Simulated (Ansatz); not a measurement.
# GeP (sextet): from Hartree-Fock to the top rungs, cc-pVTZ

How much of the correlation energy of GeP (sextet) does each wave-function method recover here?

Computed with Ansatz 0.2.0, Gaussian basis. Level: cc-pVTZ, core rule «outside noble gas», up to 19 orbitals frozen.

Plan: UHF; CCSD(T) on ROHF; CCSD(T) on UHF; BCCD(T) on ROHF; CISD as a restricted active space (open shells left free, so some higher excitations enter); CCSDT(Q) on ROHF; CCSDT(Q) on UHF; CASSCF and MRCISD+Q, 9 electrons in 8 orbitals; CASSCF and NEVPT2, 9 electrons in 8 orbitals.

16 further runs of the same task are left out: 5 that didn't finish, 11 set aside as unsound or not needed. Runs told in other sessions of the task aren't counted.

**1. What is computed**

The geometry is a PBE0/def2-TZVP stationary point (not a proven minimum) of the parent state, kept for this charge and spin. No spin-orbit coupling is included. The filled d shell of Ge may be among the frozen orbitals whatever the setting's name suggests.

2 atoms, charge 0, spin multiplicity 6.

Atoms are counted from 1 here; the program's logs count them from 0.

Bond lengths: Ge1–P2 2.428 Å.

Coordinates:

```xyz
2
GeP
Ge    0.0000    0.0000    0.0000
P     0.0000    0.0000    2.4277
```

In the tables R marks a restricted open-shell determinant and U an unrestricted one; 'valence' is the active space of 9 electrons in 8 orbitals; energies count from the table's Hartree-Fock row.

**2. UHF**

in.yaml

```yaml
crystal:
  periodic: [false, false, false]
  atoms:
    - {symbol: Ge, position_ang: [0.000000, 0.000000, 0.000000]}
    - {symbol: P, position_ang: [0.000000, 0.000000, 2.427700]}
basis:
  gaussian: {orbitals: cc-pVTZ}
magnetization: {spin_polarized: true, initial_magnetization: 5}
hamiltonian: {xc: hf}
output: {orbitals: {seedname: orbitals}}
```

Started as:

```sh
> ansatz run in.yaml --threads 1 --pin off --events-out ev --progress --plain --max-ram 2393MiB
```

Log:

```text
Functional definition: HF
  name "HF"
  cite "Fock, Z. Phys. 61, 126 (1930) doi:10.1007/BF01340294"
  parent pbe
  exchange = exact_x
  correlation = 0
486 factors; integrals over basis functions are off by at most 8.0e-4 eV
mean field evaluation 1: about -65743.8302 eV, gradient 6.4e0 eV
mean field evaluation 2: about -65743.8376 eV, gradient 6.4e0 eV
mean field evaluation 4: about -65744.3246 eV, gradient 1.2e0 eV
mean field evaluation 8: about -65744.3673 eV, gradient 2.8e-1 eV
mean field -65744.37513714 eV, -2416.0612231519 hartree, gradient 7.4e-5 eV, S^2 8.770048; 0 other end points of the search recorded, 0 dependent functions left out
reference -65744.37513714 eV, -2416.0612231519 hartree; 26, 21 occupied and 51, 56 virtual orbitals, 486 factors
Total energy: -65744.37513714 eV, -2416.0612231519 hartree
```

It took 1.3 s on 1 thread of AMD EPYC 7R43, shared host.

From the report: ⟨S²⟩ of the determinant 8.770 (pure sextet: 8.75).

**3. CCSD(T) on ROHF**

in.yaml

```yaml
crystal:
  periodic: [false, false, false]
  atoms:
    - {symbol: Ge, position_ang: [0.000000, 0.000000, 0.000000]}
    - {symbol: P, position_ang: [0.000000, 0.000000, 2.427700]}
basis:
  gaussian: {orbitals: cc-pVTZ}
magnetization: {spin_polarized: false, initial_magnetization: 5}
correlation: {method: ccsd_t, electrons: outside_noble_gas}
```

Launched as before.

Log, cut to the lines that bear on the results:

```text
Functional definition: HF
  name "HF"
  cite "Fock, Z. Phys. 61, 126 (1930) doi:10.1007/BF01340294"
  parent pbe
[...]
486 factors; integrals over basis functions are off by at most 8.0e-4 eV
[...]
mean field -65744.21757312 eV, -2416.0554327810 hartree, gradient 2.7e-6 eV, S^2 8.750000; 1 other end points of the search recorded, 0 dependent functions left out
determinant -65744.21757312 eV, -2416.0554327810 hartree, with singles and doubles -65749.23090421 eV, -2416.2396693004 hartree
determinant -65741.53080557 eV, -2415.9566958946 hartree, with singles and doubles -65746.59672482 eV, -2416.1428649934 hartree
19 core orbitals not correlated: weight in the atoms' cores, before any rotation towards them, 1.000 or more for the frozen orbitals, at most 0.000 for the correlated occupied ones
reference -65744.21757312 eV, -2416.0554327810 hartree; 7, 2 occupied and 51, 56 virtual orbitals, 486 factors
second order -4.17132006 eV of doubles, -0.07387928 eV of singles
cycle   1  -4.97172747 eV  change   -3.2e-1 eV  update   1.7e-2
[...]
cycle   8  -4.98316687 eV  change   -4.2e-6 eV  update   5.8e-6
perturbative correction -0.23263004 eV, -0.0085489964 hartree
Total energy: -65749.43337003 eV, -2416.2471097821 hartree
```

Run time: 4.1 s. Hardware: 1 thread of AMD EPYC 7R43, shared host.

From the report: correlation -5.2158 eV; T1 0.016; largest double amplitude 0.08.

**4. CCSD(T) on UHF**

Changes to in.yaml since step 3:

```diff
@@ -7,3 +7,3 @@
   gaussian: {orbitals: cc-pVTZ}
-magnetization: {spin_polarized: false, initial_magnetization: 5}
+magnetization: {spin_polarized: true, initial_magnetization: 5}
 correlation: {method: ccsd_t, electrons: outside_noble_gas}
```

Launched as before.

Log, cut to the lines that bear on the results:

```text
Functional definition: HF
  name "HF"
  cite "Fock, Z. Phys. 61, 126 (1930) doi:10.1007/BF01340294"
  parent pbe
[...]
486 factors; integrals over basis functions are off by at most 8.0e-4 eV
[...]
mean field -65744.37513714 eV, -2416.0612231519 hartree, gradient 2.9e-6 eV, S^2 8.770048; 1 other end points of the search recorded, 0 dependent functions left out
determinant -65744.37513714 eV, -2416.0612231519 hartree, with singles and doubles -65749.23988809 eV, -2416.2399994518 hartree
determinant -65741.62777083 eV, -2415.9602593023 hartree, with singles and doubles -65746.60815982 eV, -2416.1432852216 hartree
19 core orbitals not correlated: weight in the atoms' cores, before any rotation towards them, 1.000 or more for the frozen orbitals, at most 0.000 for the correlated occupied ones
reference -65744.37513714 eV, -2416.0612231519 hartree; 7, 2 occupied and 51, 56 virtual orbitals, 486 factors
second order -4.05394736 eV of doubles, -0.00000000 eV of singles
cycle   1  -4.83171535 eV  change   -3.1e-1 eV  update   1.7e-2
[...]
cycle   9  -4.84465068 eV  change    4.9e-6 eV  update   5.4e-6
perturbative correction -0.23025344 eV, -0.0084616580 hartree
Total energy: -65749.45004127 eV, -2416.2477224386 hartree
```

Wall time 3.9 s (1 thread of AMD EPYC 7R43, shared host).

From the report: ⟨S²⟩ of the determinant 8.770 (pure sextet: 8.75); correlation -5.0749 eV; T1 0.019; largest double amplitude 0.07.

**5. BCCD(T) on ROHF**

in.yaml

```yaml
crystal:
  periodic: [false, false, false]
  atoms:
    - {symbol: Ge, position_ang: [0.000000, 0.000000, 0.000000]}
    - {symbol: P, position_ang: [0.000000, 0.000000, 2.427700]}
basis:
  gaussian: {orbitals: cc-pVTZ}
magnetization: {spin_polarized: false, initial_magnetization: 5}
correlation: {method: bccd_t, electrons: outside_noble_gas}
```

The command is unchanged.

Log, cut to the lines that bear on the results:

```text
Functional definition: HF
  name "HF"
  cite "Fock, Z. Phys. 61, 126 (1930) doi:10.1007/BF01340294"
  parent pbe
[...]
486 factors; integrals over basis functions are off by at most 8.0e-4 eV
[...]
mean field -65744.21757312 eV, -2416.0554327810 hartree, gradient 2.7e-6 eV, S^2 8.750000; 1 other end points of the search recorded, 0 dependent functions left out
determinant -65744.21757312 eV, -2416.0554327810 hartree, with singles and doubles -65749.23090421 eV, -2416.2396693004 hartree
determinant -65741.53080557 eV, -2415.9566958946 hartree, with singles and doubles -65746.59672482 eV, -2416.1428649934 hartree
19 core orbitals not correlated: weight in the atoms' cores, before any rotation towards them, 1.000 or more for the frozen orbitals, at most 0.000 for the correlated occupied ones
reference -65744.21757312 eV, -2416.0554327810 hartree; 7, 2 occupied and 51, 56 virtual orbitals, 486 factors
second order -4.17132006 eV of doubles, -0.07387928 eV of singles
cycle   1  -4.97323444 eV  change   -3.2e-1 eV  update   1.7e-2
[...]
cycle   9  -4.98171114 eV  change    4.3e-6 eV  update   1.1e-5
perturbative correction -0.23384900 eV, -0.0085937923 hartree
Total energy: -65749.43313326 eV, -2416.2471010810 hartree
```

Run time: 5 s. Hardware: 1 thread of AMD EPYC 7R43, shared host.

From the report: correlation -5.2156 eV; largest double amplitude 0.07.

**6. CISD as a restricted active space (open shells left free, so some higher excitations enter)**

Changes to in.yaml since step 5:

```diff
@@ -8,2 +8,2 @@
 magnetization: {spin_polarized: false, initial_magnetization: 5}
-correlation: {method: bccd_t, electrons: outside_noble_gas}
+correlation: {active_space: {ras: {orbitals: [2, 5, 51], electrons: 9, max_holes: 2, max_particles: 2}, fixed_orbitals: true}}
```

The command is unchanged.

Log:

```text
Functional definition: HF
  name "HF"
  cite "Fock, Z. Phys. 61, 126 (1930) doi:10.1007/BF01340294"
  parent pbe
  exchange = exact_x
  correlation = 0
486 factors; integrals over basis functions are off by at most 8.0e-4 eV
mean field evaluation 1: about -65743.3990 eV, gradient 8.1e0 eV
mean field evaluation 2: about -65743.4031 eV, gradient 8.1e0 eV
mean field evaluation 4: about -65744.2076 eV, gradient 9.8e-1 eV
mean field evaluation 8: about -65744.2176 eV, gradient 4.3e-3 eV
mean field -65744.21757312 eV, -2416.0554327810 hartree, gradient 2.7e-6 eV, S^2 8.750000; 0 other end points of the search recorded, 0 dependent functions left out
reference -65744.21757312 eV, -2416.0554327810 hartree; 26, 21 occupied and 51, 56 virtual orbitals, 486 factors
state -65749.04274948 eV, -2416.2327547415 hartree
Total energy: -65749.04274948 eV, -2416.2327547415 hartree
```

It took 10 s on 1 thread of AMD EPYC 7R43, shared host.

From the report: 130,712 determinants.

**7. CCSDT(Q) on ROHF**

Changes to in.yaml since step 6:

```diff
@@ -8,2 +8,2 @@
 magnetization: {spin_polarized: false, initial_magnetization: 5}
-correlation: {active_space: {ras: {orbitals: [2, 5, 51], electrons: 9, max_holes: 2, max_particles: 2}, fixed_orbitals: true}}
+correlation: {method: ccsdt_q, electrons: outside_noble_gas}
```

Launched as before.

Log, cut to the lines that bear on the results:

```text
Functional definition: HF
  name "HF"
  cite "Fock, Z. Phys. 61, 126 (1930) doi:10.1007/BF01340294"
  parent pbe
[...]
823 factors; integrals over basis functions are off by at most 1.6e-7 eV
[...]
mean field -65744.21758975 eV, -2416.0554333921 hartree, gradient 7.6e-6 eV, S^2 8.750000; 1 other end points of the search recorded, 0 dependent functions left out
determinant -65744.21758975 eV, -2416.0554333921 hartree, with singles and doubles -65749.23092596 eV, -2416.2396700996 hartree
determinant -65741.53083675 eV, -2415.9566970404 hartree, with singles and doubles -65746.59673410 eV, -2416.1428653343 hartree
19 core orbitals not correlated: weight in the atoms' cores, before any rotation towards them, 1.000 or more for the frozen orbitals, at most 0.000 for the correlated occupied ones
reference -65744.21758975 eV, -2416.0554333921 hartree; 7, 2 occupied and 51, 56 virtual orbitals, 823 factors
second order -4.17132442 eV of doubles, -0.07387900 eV of singles
cycle   1  -4.80257006 eV  change   -5.6e-1 eV  update   7.5e-2
[...]
cycle  16  -5.25342326 eV  change   -9.5e-8 eV  update   2.1e-7
perturbative correction -0.01188449 eV, -0.0004367470 hartree
Total energy: -65749.48289750 eV, -2416.2489298830 hartree
```

It took 57 s on 1 thread of AMD EPYC 7R43, shared host; peak memory 0.68 GiB.

From the report: correlation -5.2653 eV; T1 0.016; largest double amplitude 0.09.

**8. CCSDT(Q) on UHF**

Changes to in.yaml since step 7:

```diff
@@ -7,3 +7,3 @@
   gaussian: {orbitals: cc-pVTZ}
-magnetization: {spin_polarized: false, initial_magnetization: 5}
+magnetization: {spin_polarized: true, initial_magnetization: 5}
 correlation: {method: ccsdt_q, electrons: outside_noble_gas}
```

The command is unchanged.

Log, cut to the lines that bear on the results:

```text
Functional definition: HF
  name "HF"
  cite "Fock, Z. Phys. 61, 126 (1930) doi:10.1007/BF01340294"
  parent pbe
[...]
823 factors; integrals over basis functions are off by at most 1.6e-7 eV
[...]
mean field -65744.37515338 eV, -2416.0612237488 hartree, gradient 1.4e-6 eV, S^2 8.770047; 1 other end points of the search recorded, 0 dependent functions left out
determinant -65744.37515338 eV, -2416.0612237488 hartree, with singles and doubles -65749.23990989 eV, -2416.2400002528 hartree
determinant -65741.62780220 eV, -2415.9602604550 hartree, with singles and doubles -65746.60818695 eV, -2416.1432862187 hartree
19 core orbitals not correlated: weight in the atoms' cores, before any rotation towards them, 1.000 or more for the frozen orbitals, at most 0.000 for the correlated occupied ones
reference -65744.37515338 eV, -2416.0612237488 hartree; 7, 2 occupied and 51, 56 virtual orbitals, 823 factors
second order -4.05395225 eV of doubles, -0.00000000 eV of singles
cycle   1  -4.63029765 eV  change   -5.8e-1 eV  update   7.7e-2
[...]
cycle  16  -5.11390340 eV  change   -5.5e-7 eV  update   3.5e-7
perturbative correction -0.01183281 eV, -0.0004348476 hartree
Total energy: -65749.50088959 eV, -2416.2495910800 hartree
```

Run time: 51 s. Hardware: 1 thread of AMD EPYC 7R43, shared host; peak memory 0.58 GiB.

From the report: ⟨S²⟩ of the determinant 8.770 (pure sextet: 8.75); correlation -5.1257 eV; T1 0.020; largest double amplitude 0.09.

**9. CASSCF and MRCISD+Q, 9 electrons in 8 orbitals**

in.yaml

```yaml
crystal:
  periodic: [false, false, false]
  atoms:
    - {symbol: Ge, position_ang: [0.000000, 0.000000, 0.000000]}
    - {symbol: P, position_ang: [0.000000, 0.000000, 2.427700]}
basis:
  gaussian: {orbitals: cc-pVTZ}
magnetization: {spin_polarized: false, initial_magnetization: 5}
correlation: {method: fic_mrcisd_q, electrons: outside_noble_gas, active_space: {window: {electrons: 9, orbitals: 8}, shells: [{species: Ge, l: s, shell: 4}, {species: Ge, l: p, shell: 4}, {species: P, l: s, shell: 3}, {species: P, l: p, shell: 3}]}}
```

The command is unchanged.

Log, cut to the lines that bear on the results:

```text
Functional definition: HF
  name "HF"
  cite "Fock, Z. Phys. 61, 126 (1930) doi:10.1007/BF01340294"
  parent pbe
[...]
823 factors; integrals over basis functions are off by at most 1.6e-7 eV
[...]
mean field -65744.21758975 eV, -2416.0554333921 hartree, gradient 7.6e-6 eV, S^2 8.750000; 0 other end points of the search recorded, 0 dependent functions left out
reference -65744.21758975 eV, -2416.0554333921 hartree; 26, 21 occupied and 51, 56 virtual orbitals, 823 factors
state -65744.78402499 eV, -2416.0762495033 hartree
contracted CI cycle   1: correlation 0.00000000 eV, 0.0000000000 hartree, residual 1.50e1 eV
contracted CI cycle   2: correlation -4.08481128 eV, -0.1501140456 hartree, residual 2.56e0 eV
contracted CI cycle   3: correlation -4.21141225 eV, -0.1547665456 hartree, residual 5.45e-1 eV
contracted CI cycle   4: correlation -4.21670660 eV, -0.1549611094 hartree, residual 1.21e-1 eV
contracted CI cycle   5: correlation -4.21696675 eV, -0.1549706698 hartree, residual 2.85e-2 eV
contracted CI cycle   6: correlation -4.21698146 eV, -0.1549712104 hartree, residual 7.25e-3 eV
contracted CI cycle   7: correlation -4.21698238 eV, -0.1549712440 hartree, residual 1.76e-3 eV
contracted CI cycle   8: correlation -4.21698243 eV, -0.1549712460 hartree, residual 4.17e-4 eV
state -65744.78402499 eV, -2416.0762495033 hartree; corrected -65749.42012445 eV, -2416.2466230159 hartree
Total energy: -65749.42012445 eV, -2416.2466230159 hartree
Checks for a lower state left out: starts, orbital_swaps
```

Run time: 6 s. Hardware: 1 thread of AMD EPYC 7R43, shared host; peak memory 0.28 GiB.

From the report: 64 determinants; active occupations 1.99, 1.97, 1.00, 1.00, 1.00, 1.00, 1.00, 0.04.

**10. CASSCF and NEVPT2, 9 electrons in 8 orbitals**

in.yaml

```yaml
crystal:
  periodic: [false, false, false]
  atoms:
    - {symbol: Ge, position_ang: [0.000000, 0.000000, 0.000000]}
    - {symbol: P, position_ang: [0.000000, 0.000000, 2.427700]}
basis:
  gaussian: {orbitals: cc-pVTZ}
magnetization: {spin_polarized: false, initial_magnetization: 5}
correlation: {method: sc_nevpt2, electrons: outside_noble_gas, active_space: {window: {electrons: 9, orbitals: 8}, shells: [{species: Ge, l: s, shell: 4}, {species: Ge, l: p, shell: 4}, {species: P, l: s, shell: 3}, {species: P, l: p, shell: 3}]}}
```

Launched as before.

Log:

```text
Functional definition: HF
  name "HF"
  cite "Fock, Z. Phys. 61, 126 (1930) doi:10.1007/BF01340294"
  parent pbe
  exchange = exact_x
  correlation = 0
823 factors; integrals over basis functions are off by at most 1.6e-7 eV
mean field evaluation 1: about -65743.3035 eV, gradient 8.1e0 eV
mean field evaluation 2: about -65743.3954 eV, gradient 8.1e0 eV
mean field evaluation 4: about -65744.2002 eV, gradient 9.8e-1 eV
mean field evaluation 8: about -65744.2167 eV, gradient 1.3e-1 eV
mean field evaluation 16: about -65744.2176 eV, gradient 7.6e-6 eV
mean field -65744.21758975 eV, -2416.0554333921 hartree, gradient 7.6e-6 eV, S^2 8.750000; 0 other end points of the search recorded, 0 dependent functions left out
reference -65744.21758975 eV, -2416.0554333921 hartree; 26, 21 occupied and 51, 56 virtual orbitals, 823 factors
state -65744.78402499 eV, -2416.0762495033 hartree
state -65744.78402499 eV, -2416.0762495033 hartree; corrected -65748.44337026 eV, -2416.2107279614 hartree
Total energy: -65748.44337026 eV, -2416.2107279614 hartree
Checks for a lower state left out: starts, orbital_swaps
```

Wall time 4.3 s (1 thread of AMD EPYC 7R43, shared host).

From the report: 64 determinants; active occupations 1.99, 1.97, 1.00, 1.00, 1.00, 1.00, 1.00, 0.04.

**11. Natural occupations**

Natural occupations of the CASSCF valence state about the gap (report; correlated orbitals 1 to 8): 1.990, 1.971, 1.002, 1.001, 1.001, 1.000, 1.000, 0.036. The count of effectively unpaired electrons, Σ n²(2 − n)², is 5.01; a single determinant of this spin has 5.

**12. Misses and costs**

The yardstick is UCCSDT(Q), where the cluster series has nearly closed. Rows without a time are mean-field rows or come out of runs for another level: lower rungs of the coupled-cluster runs, CASSCF and MRCISD of the multireference runs, or the Hartree-Fock search.

Differences are taken before rounding.

| method | energy from the lowest ROHF (meV) | from UCCSDT(Q) (meV) | time |
| --- | --- | --- | --- |
| ROHF | 0.0 | +5283.3 |  |
| UHF | -157.6 | +5125.8 |  |
| RMP2 | -4245.2 | +1038.1 |  |
| UMP2 | -4211.5 | +1071.8 |  |
| CISD | -4825.2 | +458.1 | 10 s |
| RCCSD | -4983.2 | +300.1 |  |
| UCCSD | -5002.2 | +281.1 |  |
| RCCSD(T) | -5215.8 | +67.5 | 4.1 s |
| UCCSD(T) | -5232.5 | +50.8 | 3.9 s |
| BCCD(T) | -5215.6 | +67.8 | 5 s |
| RCCSDT | -5253.4 | +29.9 |  |
| UCCSDT | -5271.5 | +11.8 |  |
| RCCSDT(Q) | -5265.3 | +18.0 | 57 s |
| UCCSDT(Q) | -5283.3 | 0 | 51 s |
| CASSCF valence | -566.5 | +4716.9 |  |
| NEVPT2 valence | -4225.8 | +1057.5 | 4.3 s |
| MRCISD valence | -4783.4 | +499.9 |  |
| MRCISD+Q valence | -5202.6 | +80.8 | 6 s |

Among the levels timed on like hardware and quicker than the yardstick, those that no quicker one beats, quickest first: UCCSD(T) (3.9 s, +50.8 meV).

**13. What came out**

| quantity | value |
| --- | --- |
| UCCSDT(Q) from the ROHF energy | -5.2833 eV |
| RMP2 from UCCSDT(Q) | +1038.1 meV |
| UMP2 from UCCSDT(Q) | +1071.8 meV |
| RCCSD from UCCSDT(Q) | +300.1 meV |
| RCCSD(T) from UCCSDT(Q) | +67.5 meV |
| UCCSD(T) from UCCSDT(Q) | +50.8 meV |
| RCCSDT(Q) from UCCSDT(Q) | +18.0 meV |
| NEVPT2 valence from UCCSDT(Q) | +1057.5 meV |
| MRCISD+Q valence from UCCSDT(Q) | +80.8 meV |
| levels within 1 kcal/mol (43 meV) | RCCSDT, UCCSDT, RCCSDT(Q) |
| T1 diagnostic | 0.016 |
| effectively unpaired electrons | 5.01 |

RCCSD(T) lands +67.5 meV from the yardstick (1.3 % of the correlation energy). One determinant dominates. Of the multireference levels listed MRCISD+Q valence comes nearest in total energy (+80.8 meV), which doesn't show that its space is the better one. These misses are within one basis, not against nature; the frozen cores of restricted and unrestricted runs differ, which can shift their rows.

With open shells the CI space here admits some higher excitations, so it is larger than plain CISD.

UCCSD(T) reaches 50.8 meV from the reference in 3.9 s, where UCCSDT(Q) took 51 s.
